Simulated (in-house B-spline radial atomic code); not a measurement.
# Ru²⁴⁺: other nuclei and constants

Aim: how the energy and levels of Ru²⁴⁺ answer to the nuclear charge and the speed of light.

Method: Dirac-Hartree-Fock, average of configuration, Fermi nucleus, basis-set limit. Code: in-house B-spline radial atomic code version 1.

### 1 The atom as given

```
element       : ruthenium (Z = 44)
charge        : +24
electrons     : 20
configuration : [Ar] 3d2
Hamiltonian   : Dirac-Coulomb
nucleus       : Fermi, rms radius 4.481 fm
```

Outer shells as boxes (Hund's rule):

[Ar] 3d2
```
[Ar] core
3d [↑ ][↑ ][  ][  ][  ]
```

The boxes draw the filling by Hund's rule, which heavy ions in jj coupling don't follow; these runs average over all states of the configuration.

The run's settings:

```ini
Z = 44
electrons = 20.0
configuration = [Ar] 3d2
hamiltonian = dirac
method = hf
spin_polarised = False
nucleus = fermi
rms_radius = 4.4809
mass_number = 102
atomic_mass = 101.904340312
speed_of_light = 137.035999084
```

From the earlier run of the reference: total energy -4174.895491 hartree (electron-nucleus part -9332.9214, recoil term 0.01660408). Levels, eight at most:

| orbital | occupation | energy (eV) | <r> (bohr) |
| --- | --- | --- | --- |
| 2s1/2 | 2 | -4271.38 | 0.1439 |
| 2p1/2 | 2 | -4017.17 | 0.1226 |
| 2p3/2 | 4 | -3884.04 | 0.1271 |
| 3s1/2 | 2 | -1449.49 | 0.3697 |
| 3p1/2 | 2 | -1348.66 | 0.3580 |
| 3p3/2 | 4 | -1320.18 | 0.3658 |
| 3d3/2 | 0.8 | -1185.03 | 0.3257 |
| 3d5/2 | 1.2 | -1179.09 | 0.3280 |

### 2 Speed of light × 1.02

The run's settings:

```ini
Z = 44
electrons = 20.0
configuration = [Ar] 3d2
hamiltonian = dirac
method = hf
spin_polarised = False
nucleus = fermi
rms_radius = 4.4809
mass_number = 102
atomic_mass = 101.904340312
speed_of_light = 139.77671906568
```

### 3 Speed of light × 0.98

The settings differ from step 2 so:

```diff
@@ -10,2 +10,2 @@
 atomic_mass = 101.904340312
-speed_of_light = 139.77671906568
+speed_of_light = 134.29527910232
```

### 4 Speed of light × 1.2

The settings differ from step 3 so:

```diff
@@ -10,2 +10,2 @@
 atomic_mass = 101.904340312
-speed_of_light = 134.29527910232
+speed_of_light = 164.44319890079998
```

### 5 Speed of light × 100

The settings differ from step 4 so:

```diff
@@ -10,2 +10,2 @@
 atomic_mass = 101.904340312
-speed_of_light = 164.44319890079998
+speed_of_light = 13703.5999084
```

### 6 Nuclear charge +0.1

The settings differ from step 5 so:

```diff
@@ -1,2 +1,2 @@
-Z = 44
+Z = 44.1
 electrons = 20.0
@@ -10,2 +10,2 @@
 atomic_mass = 101.904340312
-speed_of_light = 13703.5999084
+speed_of_light = 137.035999084
```

### 7 Nuclear charge +0.5

The settings differ from step 6 so:

```diff
@@ -1,2 +1,2 @@
-Z = 44.1
+Z = 44.5
 electrons = 20.0
```

Before running: By how much, and in which direction, does each change move the total energy and the levels?

As calculated:

All values are changes from the reference run; energy changes under 1e-04 eV count as noise.

| change | Δ total energy (eV) | Δ 1s1/2 level (eV) | Δ 3d5/2 level (eV) |
| --- | --- | --- | --- |
| speed of light × 1.02 | +97.45 | +24.79 | -0.1736 |
| speed of light × 0.98 | -103.9 | -26.44 | +0.1848 |
| speed of light × 1.2 | +756.1 | +192.3 | -1.355 |
| speed of light × 100 | +2389 | +606.6 | -4.347 |
| nuclear charge +0.1 | -578 | -116.2 | -8.622 |
| nuclear charge +0.5 | -2906 | -584.3 | -43.41 |

The largest shift, -2906 eV, belongs to the run "nuclear charge +0.5". With the speed of light a hundred times larger relativity all but vanishes, so that run measures the relativistic lowering of the energy: 2389 eV. Adding 0.1 to the nuclear charge changes the energy by -21.240 hartree; 0.1 times the Hellmann-Feynman slope (electron-nucleus energy over Z) gives -21.211 hartree to first order.
